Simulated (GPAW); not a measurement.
Input of a GPAW 26.7.0 run:

Contents of run.py:

```python
import numpy as np
from ase import Atoms
from ase.dft.bandgap import bandgap
from ase.io import write
from gpaw import GPAW, PW
from gpaw.response.df import DielectricFunction

atoms = Atoms(['Bi', 'Bi', 'Te', 'Te', 'Te'],
              cell=[[2.1782814357, 1.2576313732, 10.0974386602],
                    [-2.1782814357, 1.2576313732, 10.0974386602],
                    [0.0, -2.5152627466, 10.0974386602]],
              scaled_positions=[[0.6, 0.6, 0.6],
                                [0.4, 0.4, 0.4],
                                [0.7905, 0.7905, 0.7905],
                                [0.2095, 0.2095, 0.2095],
                                [0.0, 0.0, 0.0]],
              pbc=True)

calc = GPAW(mode=PW(450),
            xc='PBE',
            kpts={'size': (6, 6, 6), 'gamma': True},
            occupations={'name': 'fermi-dirac', 'width': 0.001},
            nbands=39,
            convergence={'density': 1e-06},
            maxiter=150,
            txt='gpaw.txt')
atoms.calc = calc
energy = atoms.get_potential_energy()
calc.write('gs.gpw')
write('result.traj', atoms)
print(f'Energy: {energy:.6f} eV')
print('Fermi level:', round(calc.get_fermi_level(), 4), 'eV')
print(f'Gap: {bandgap(calc)[0]:.4f} eV, direct: {bandgap(calc, direct=True)[0]:.4f} eV')

for size in [(6, 6, 6)]:
    name = 'x'.join(str(n) for n in size)
    dense = calc.fixed_density(kpts={'size': size, 'gamma': True},
                               nbands=70, convergence={'bands': 64, 'eigenstates': 1e-7},
                               update_fermi_level=True, txt=f'dense-{name}.txt')
    dense.write(f'{name}.gpw', mode='all')
    df = DielectricFunction(f'{name}.gpw', frequencies=np.array([0.0]), hilbert=False, eta=0.001,
                            ecut=80, nbands=64, intraband=False, txt=f'df-{name}.txt')
    for xc in ['RPA']:
        for direction in ['x', 'y', 'z', [0, 1, 1], [1, 0, 1], [1, 1, 0]]:
            e0, e = df.get_macroscopic_dielectric_constant(xc=xc, direction=direction)
            print(f'{name} {xc} {direction}: {e0:.4f} without, {e:.4f} with local fields')
```

Potentials or basis: GPAW PAW data sets (gpaw-data 1.2.1), pw.

Launch:

```sh
$ OMP_NUM_THREADS=1 python run.py
```

(1) Predict the electronic dielectric tensor (diagonal).

(2) What does it give for the band gap on the k mesh?

## Answers

(1) 41.96, 41.96, 43.51.

(2) 0.25 eV, direct.

Caveat: the gap is small at this level, which inflates the dielectric constant; the long-wavelength limit can be off by a per cent or two; spin-orbit coupling is left out, which as a rule narrows the gap of such compounds by several tenths of an eV; the program warned that so skewed a cell can give wrong results.
